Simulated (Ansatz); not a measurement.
# AlGeF+ (doublet): from Hartree-Fock to the top rungs, cc-pVDZ

The task here is to estimate one member of a computed series from the others.

Computed with Ansatz 0.2.0, Gaussian basis. Level: cc-pVDZ, core rule «outside noble gas», up to 20 orbitals frozen.

The runs, in order: UHF; CCSD(T) on ROHF; CCSD(T) on UHF; BCCD(T) on ROHF; CISD as a restricted active space (open shells left free, so some higher excitations enter); CCSDT(Q) on ROHF; CCSDT(Q) on UHF.

37 further runs of the same task are left out: 10 for a known fault of the program, 13 that didn't finish, 14 set aside as unsound or not needed. Runs told in other sessions of the task aren't counted.

## The geometry

The geometry is a PBE0/def2-TZVP stationary point (not a proven minimum) of the parent state, kept for this charge and spin. No spin-orbit coupling is included. The filled d shell of Ge may be among the frozen orbitals whatever the setting's name suggests.

3 atoms, charge 1, spin multiplicity 2.

Atoms are counted from 1 here; the program's logs count them from 0.

Bond lengths: F1–Al2 1.648 Å, Al2–Ge3 2.413 Å. Angles: F1–Al2–Ge3 180.0°.

The first run:

The input, in.yaml:

```yaml
crystal:
  periodic: [false, false, false]
  atoms:
    - {symbol: F, position_ang: [0.000000, 0.000000, -1.903100]}
    - {symbol: Al, position_ang: [0.000000, 0.000000, -0.254900]}
    - {symbol: Ge, position_ang: [0.000000, 0.000000, 2.158000]}
basis:
  gaussian: {orbitals: cc-pVDZ}
total_charge: 1
magnetization: {spin_polarized: true, initial_magnetization: 1}
hamiltonian: {xc: hf}
output: {orbitals: {seedname: orbitals}}
```

Launch:

```sh
$ ansatz run in.yaml --threads 1 --pin off --events-out ev --progress --plain --max-ram 2393MiB
```

Steps of the session up to this table: UHF; CCSD(T) on ROHF; CCSD(T) on UHF; BCCD(T) on ROHF; CISD as a restricted active space (open shells left free, so some higher excitations enter); CCSDT(Q) on ROHF; CCSDT(Q) on UHF.

One table of the session follows, with a row left open; its other results are not shown here.

```
   method  from UCCSDT(Q) (meV)
     ROHF               +8513.3
      UHF               +8437.2
     RMP2                +842.6
     UMP2                +849.0
     CISD                +985.9
    RCCSD                +242.1
    UCCSD                +237.6
 RCCSD(T)                 +50.9
 UCCSD(T)                 +48.6
  BCCD(T)                     ?
   RCCSDT                 +22.7
   UCCSDT                 +20.2
RCCSDT(Q)                  +6.4
UCCSDT(Q)                     0
```

**Question.** Estimate the row for BCCD(T).

The run gave: from UCCSDT(Q) (meV): +45.7. In the column «from UCCSDT(Q) (meV)» it lies between RCCSDT (+22.7) and UCCSD(T) (+48.6).

Limits of these values: Restricted and unrestricted rows rest on different reference determinants; a gap between their highest levels can come from leftover correlation error, from unlike frozen cores or from another state.
